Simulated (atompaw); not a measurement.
# Terbium: generating and testing a PAW (atompaw) potential

Aim: build the potential from the settings below, then test how well it stands in for the atom: scattering, ghost states and the plane-wave cutoff that it needs.

The numbers are computed with atompaw 4.2.0.5 (PBEsol, scalar-relativistic, spin-unpolarised reference atom).

### Step 1. The atom and the settings

Typed settings, in words:

| Item | Value |
| --- | --- |
| element | terbium (Tb, Z = 65) |
| type | PAW |
| frozen core | [Xe] |
| valence charge | 11 |
| reference configuration | 4f8 5d1 6s2 6p0 |
| partial waves | 6s (bound): rc 3.00 bohr; 6s channel at 0.45 Ry: rc 3.00 bohr; 6p (bound, empty): rc 3.00 bohr; 6p channel at 2.4 Ry: rc 3.00 bohr; 5d (bound): rc 2.45 bohr; 5d channel at 0.65 Ry: rc 3.00 bohr; 4f (bound): rc 0.95 bohr; 4f channel at -0.25 Ry: rc 0.95 bohr |
| local potential | troulliermartins scheme with l = 4 at 0 Ry, radius 2.30 bohr |
| core correction | smooth core density matched at 1.60 bohr |
| augmentation charge | sinc compensation charge, radius 2.25 bohr; PAW radius 3.00 bohr; waves and projectors: custom rrkj gramschmidtortho |

The outer shells as boxes (Hund's rule for the drawing; the calculation is spin-unpolarised):

```
[Xe] core
4f [↑↓][↑ ][↑ ][↑ ][↑ ][↑ ][↑ ]
5d [↑ ][  ][  ][  ][  ]
6s [↑↓]
6p [  ][  ][  ]
```

An earlier all-electron run gives the scale for the radii.

All-electron outer shells of the reference configuration (PBEsol, scalar-relativistic, ld1.x):

| shell | level (eV) | outermost node (bohr) | outermost maximum (bohr) |
| --- | --- | --- | --- |
| 5s | -51.30 | 0.64 | 1.18 |
| 5p | -27.90 | 0.69 | 1.33 |
| 4f | -9.00 | – | 0.55 |
| 6s | -4.22 | 1.57 | 3.32 |
| 5d | -2.44 | 0.77 | 1.94 |
| 6p | -1.31 | 1.89 | 4.48 |

### Step 2. The generation run

File Tb.input:

```
Tb 65
GGA-PBESOL scalarrelativistic loggrid 2001 logderivrange -3 5 201
6 6 5 4 0 0
6 1 0
5 2 1
4 3 8
0 0 0
c
c
c
c
c
v
c
c
c
c
v
c
c
v
v
3
3.00 2.25 2.30 1.60
y
0.45
n
y
2.4
n
y
0.65
n
y
-0.25
n
custom rrkj gramschmidtortho sinc
4 0 troulliermartins
3.00
3.00
3.00
3.00
2.45
3.00
0.95
0.95
PWSCFOUT
UPFDX 0.0125d0 UPFXMIN -7.d0 UPFZMESH 65.d0
END
```

The run is started by

```bash
$ atompaw < Tb.input > Tb.log
```

What does the calculation give? Wanted: cutoffs for 10 and 1 mRy, occupied levels; bound ghosts; largest phase difference near zero energy, channels read; lowest eigenvalue of the overlap; share of valence orbitals outside the PAW sphere; UPF file.

As calculated:

| quantity | value |
| --- | --- |
| cutoffs for 10 and 1 mRy, occupied levels | 230 Ry and over 300 Ry |
| bound ghosts | s at -62.30 eV, p at -24.03 eV |
| largest phase difference near zero energy, channels read | 0.002 rad |
| lowest eigenvalue of the overlap (Bessel basis) | 0.478 (s) |
| share of valence orbitals outside the PAW sphere | 6s 74 %, 6p 93 %, 5d 36 %, 4f 0 % |
| UPF file | written |

**Reading.** A bound ghost (s, p) makes it unfit for use: electrons can fall into a state that the atom doesn't have. It counts as very hard, with 230 Ry needed at the looser tolerance. The tighter tolerance needs over 300 Ry, and converged work needs a cutoff nearer that. The slowest occupied level is 4f: taken alone it needs 230 Ry to come within 1 mRy, against 18 Ry for 5d. Near zero energy the phases of the channels with partial waves that could be evaluated agree within 0.002 rad. These are tests on the free atom; a crystal test is still owed.
